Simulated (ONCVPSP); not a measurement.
# Pseudopotential generation for gadolinium: ONCV, PBEsol

Task: generate the file, and judge it by its errors in other configurations, its logarithmic derivatives, its ghosts and its cutoff.

Program: ONCVPSP 4.0.1. Reference atom: PBEsol, scalar-relativistic, spherical and spin-unpolarised. All values are calculated.

### Step 1. Starting point

Typed settings, in words:

| Property | Result |
| --- | --- |
| element | gadolinium (Gd, Z = 64) |
| type | optimised norm-conserving Vanderbilt (ONCV) |
| frozen core | [Kr] 4d10 |
| valence charge | 18 |
| reference configuration | 4f7 5s2 5p6 5d1 6s1 (charge +1) |
| partial waves | 5s+6s: rc 2.40 bohr, ncon 3, nbas 6, qcut 5.6 1/bohr, 2 projectors; 5p: rc 2.30 bohr, ncon 3, nbas 7, qcut 7.2 1/bohr, 2 projectors, debl 0.8 Ha; 5d: rc 2.25 bohr, ncon 4, nbas 9, qcut 4.3 1/bohr, 2 projectors, debl 2.1 Ha; 4f: rc 1.50 bohr, ncon 3, nbas 8, qcut 13.4 1/bohr, local |
| local potential | the f channel |
| core correction | not asked for |

The outer shells as boxes (Hund's rule for the drawing; the calculation is spin-unpolarised):

```
[Kr] core
4d [↑↓][↑↓][↑↓][↑↓][↑↓]
4f [↑ ][↑ ][↑ ][↑ ][↑ ][↑ ][↑ ]
5s [↑↓]
5p [↑↓][↑↓][↑↓]
5d [↑ ][  ][  ][  ][  ]
6s [↑ ]
```

An earlier all-electron run gives the scale for the radii.

All-electron outer shells of the reference configuration (PBEsol, scalar-relativistic, ld1.x):

| shell | level (eV) | outermost node (bohr) | outermost maximum (bohr) |
| --- | --- | --- | --- |
| 4d | -153.95 | 0.27 | 0.56 |
| 5s | -56.12 | 0.65 | 1.20 |
| 5p | -33.63 | 0.70 | 1.35 |
| 4f | -15.08 | – | 0.56 |
| 6s | -9.30 | 1.59 | 3.21 |
| 5d | -8.43 | 0.79 | 1.92 |
| 6p | -5.71 | 1.90 | 4.07 |

### Step 2. The generation run

Contents of Gd.dat:

```
# ATOM AND REFERENCE CONFIGURATION
# atsym  z   nc   nv     iexc    psfile
  Gd 64.00    9    5  -116133      upf
#
#   n    l    f
    1    0    2.00
    2    0    2.00
    2    1    6.00
    3    0    2.00
    3    1    6.00
    3    2   10.00
    4    0    2.00
    4    1    6.00
    4    2   10.00
    4    3    7.00
    5    0    2.00
    5    1    6.00
    5    2    1.00
    6    0    1.00
#
# PSEUDOPOTENTIAL AND OPTIMIZATION
# lmax
    3
#
#   l,   rc,      ep,       ncon, nbas, qcut
    0    2.40    0.00    3    6    5.60
    1    2.30    0.00    3    7    7.20
    2    2.25    0.00    4    9    4.30
    3    1.50    0.00    3    8   13.40
#
# LOCAL POTENTIAL
# lloc, lpopt,  rc(5),   dvloc0
    3    5    1.50    0.00
#
# VANDERBILT-KLEINMAN-BYLANDER PROJECTORs
# l, nproj, debl
    0    2    2.10
    1    2    0.80
    2    2    2.10
    3    0    1.60
#
# MODEL CORE CHARGE
# icmod, fcfact, rcfact
    0    0.00    0.00
#
# LOG DERIVATIVE ANALYSIS
# epsh1, epsh2, depsh
   -4.00    5.00    0.02
#
# OUTPUT GRID
# rlmax, drl
    6.00    0.01
#
# TEST CONFIGURATIONS
# ncnf
    4
# nvcnf
#   n    l    f
    5
    4    3    7.00
    5    0    2.00
    5    1    6.00
    5    2    1.00
    6    0    2.00
#
    5
    4    3    7.00
    5    0    2.00
    5    1    6.00
    5    2    1.00
    6    0    0.00
#
    5
    4    3    7.00
    5    0    2.00
    5    1    6.00
    5    2    0.00
    6    0    0.00
#
    6
    4    3    7.00
    5    0    2.00
    5    1    6.00
    5    2    1.00
    6    0    1.00
    6    1    1.00
#
```

Started as:

```sh
oncvpsp.x < Gd.dat > Gd.out
```

What does the calculation give? Wanted: cutoffs for 1 and 0.1 mHa per electron, occupied waves; bound ghosts; GHOST(+) flags; largest test error; largest phase difference near zero energy, channels read; projector energies reset by the program.

**Answer**, as computed:

```
                                                quantity                                                               value
  cutoffs for 1 and 0.1 mHa per electron, occupied waves                                                     68 Ha and 75 Ha
                                            bound ghosts                                                     s at -276.46 eV
                                          GHOST(+) flags  p at -13 eV, d at 149 eV (1 near or above the test basis's cutoff)
                            largest test error (AE − PS)                                   -5.6 meV, for 4f7 5s2 5p6 5d0 6s0
largest phase difference near zero energy, channels read                                                           3.142 rad
                 projector energies reset by the program                                                 p: -1.236, 0.250 Ha
```

In words: A bound ghost (s) makes it unfit for use: electrons can fall into a state that the atom doesn't have. By total energies transferability is good: the largest error is 5.6 meV on 31.8 eV, for 4f7 5s2 5p6 5d0 6s0. Atomic tests can pass in spite of a ghost, since they solve only for the levels asked. The potential is very hard: the looser tolerance needs 68 Ha. At the looser tolerance the 4f wave is the slowest; 5p needs 13 Ha. Near zero energy the largest phase difference among the channels read is 3.14 rad, in the p channel. A step near π is an extra or missing state, not a misfit of shape. The pseudo curves have a pole with no partner nearby in the atom's: p at -0.50 Ha. The program also flags highly localised states, GHOST(+) (p, d).
